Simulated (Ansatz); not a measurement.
**ScZn: one contact scaled**

One table from this session's results is given with a row withheld; the runs are named, their logs left out.

Computed with Ansatz 0.2.0 (DFT PBEsol, with the methods named in each step, unless a step's input says otherwise).

## The structure to begin with

It takes space group Pm-3m (No. 221, cubic). The conventional cell has a = 3.334 Å, b = 3.334 Å, c = 3.334 Å, α = 90.00°, β = 90.00°, γ = 90.00°. Around Sc (site symmetry m-3m) lie 8 Zn at 2.89 Å. Around Zn (site symmetry m-3m) lie 8 Sc at 2.89 Å.

Coordinates:

```cif
data_structure
_symmetry_space_group_name_H-M 'Pm-3m'
_symmetry_Int_Tables_number 221
_cell_length_a 3.3340
_cell_length_b 3.3340
_cell_length_c 3.3340
_cell_angle_alpha 90.000
_cell_angle_beta 90.000
_cell_angle_gamma 90.000
_cell_volume 37.06
loop_
_atom_site_label
_atom_site_type_symbol
_atom_site_symmetry_multiplicity
_atom_site_Wyckoff_symbol
_atom_site_fract_x
_atom_site_fract_y
_atom_site_fract_z
_atom_site_occupancy
Sc1 Sc 1 a 0.00000 0.00000 0.00000 1
Zn1 Zn 1 b 0.50000 0.50000 0.50000 1
```

The file gives the conventional cell by its symmetry; the runs use the cell typed in the input.

Atoms are numbered in the order of the input: Sc1, Zn2.

The first run:

input.yaml reads:

```yaml
crystal:
  lattice:
    - [3.33401869, 0.0, 0.0]
    - [0.0, 3.33401869, 0.0]
    - [0.0, 0.0, 3.33401869]
  atoms:
    - { symbol: Sc, position: [0.0, 0.0, 0.0] }
    - { symbol: Zn, position: [0.5, 0.5, 0.5] }
kpoints:
  mp_grid: { grid: [9, 9, 9] }
scf:
  occupations: { method: fermi_dirac, width: 0.05 }
hamiltonian:
  xc: pbesol
  pseudopotentials: { kind: paw }
output:
  forces: true
  stress: true
  eigenvalues: true
  efg: { contact_densities: true }
  populations: true
```

On the command line:

```sh
$ ansatz run input.yaml --threads 1 --pin off --max-ram 2048MiB --backend cpu --events-out ev --progress --plain --runs-dir out
```

Steps of the session up to this table: Shortest bond scaled by 1, PAW; Shortest bond scaled by 1.1, PAW; Shortest bond scaled by 0.94, PAW; Shortest bond scaled by 0.7, PAW; Shortest bond scaled by 0.64, PAW; Shortest bond scaled by 0.64, PAW (source ansatz).

One of the session's tables, all rows but one given; the rest of the session is left out.

```
             method  length (Å)  F from the given length (eV/cell)  force along the bond (eV/Å)  pressure (GPa)  largest force (eV/Å)
                PAW       1.848                              4.152                       13.308           31.14                13.308
                PAW       2.021                              2.338                        8.062           18.97                 8.062
                PAW       2.714                                  ?                            ?               ?                     ?
                PAW       2.887                              0.000                        0.000           -2.32                 0.000
                PAW       3.176                              0.161                       -1.188           -0.28                 1.188
PAW (source ansatz)       1.848                                  –                       13.291           31.15                13.291
```

Estimate the missing values for PAW, 2.714.

As computed: F from the given length (eV/cell): 0.056; force along the bond (eV/Å): 0.657; pressure (GPa): -1.59; largest force (eV/Å): 0.657.
